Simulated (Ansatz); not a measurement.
# Si4BW: the cost of one run

Computed with Ansatz 0.2.0 (DFT PBE, scalar-relativistic, plane waves, PAW, unless a step's input says otherwise).

2 further runs of the same task are left out: 1 that didn't finish, 1 set aside as unsound or not needed.

## 1. Starting point

Symmetry: P4/mmm, No. 123, tetragonal system. Conventional cell: a = 4.238 Å, b = 4.238 Å, c = 5.976 Å, α = 90.00°, β = 90.00°, γ = 90.00°. Si (site symmetry 2mm) has 2 B at 2.59 Å and 2 W at 2.60 Å and 6 Si at 2.98 to 3.00 Å as nearest neighbours. B (site symmetry 4/mmm) is surrounded by 8 Si at 2.59 Å. W (site symmetry 4/mmm) is surrounded by 8 Si at 2.60 Å.

Structure file:

```cif
data_structure
_symmetry_space_group_name_H-M 'P4/mmm'
_symmetry_Int_Tables_number 123
_cell_length_a 4.2381
_cell_length_b 4.2381
_cell_length_c 5.9763
_cell_angle_alpha 90.000
_cell_angle_beta 90.000
_cell_angle_gamma 90.000
_cell_volume 107.34
loop_
_atom_site_label
_atom_site_type_symbol
_atom_site_symmetry_multiplicity
_atom_site_Wyckoff_symbol
_atom_site_fract_x
_atom_site_fract_y
_atom_site_fract_z
_atom_site_occupancy
Si1 Si 4 i 0.50000 0.00000 0.74904 1
B1 B 1 d 0.50000 0.50000 0.50000 1
W1 W 1 a 0.00000 0.00000 0.00000 1
```

The cell is invented: species swapped into a database cell of Mg4SiGe (P4/mmm, No. 123), with Si on the Mg sites, B on the Si sites and W on the Ge sites. Lengths come from tabulated atomic sizes and are only a guess.

## 2. The guess as it stands, on a coarse mesh

Input file input.yaml:

```yaml
crystal:
  lattice:
    - [4.23808536, 0.0, 0.0]
    - [0.0, 4.23808536, 0.0]
    - [0.0, 0.0, 5.97626522]
  atoms:
    - { symbol: Si, position: [0.5, 0.0, 0.74903566] }
    - { symbol: Si, position: [0.0, 0.5, 0.25096434] }
    - { symbol: Si, position: [0.5, 0.0, 0.25096434] }
    - { symbol: Si, position: [0.0, 0.5, 0.74903566] }
    - { symbol: B, position: [0.5, 0.5, 0.5] }
    - { symbol: W, position: [0.0, 0.0, 0.0] }
basis:
  ecutwfc: 420
kpoints:
  mp_grid: { grid: [4, 4, 4] }
hamiltonian:
  xc: pbe
scf:
  occupations: { method: gaussian, width: 0.1 }
  lower_state_search: "off"
output:
  forces: true
  stress: true
  eigenvalues: true
```

Run with:

```console
> ansatz run input.yaml --threads 1 --pin off --max-ram 2560MiB --backend cpu --events-out ev --progress --plain --runs-dir out
```

What time and memory should one allow on 1 thread of AMD EPYC (Zen 3), shared host?

About 4.5 s, with a peak of 0.38 GiB.
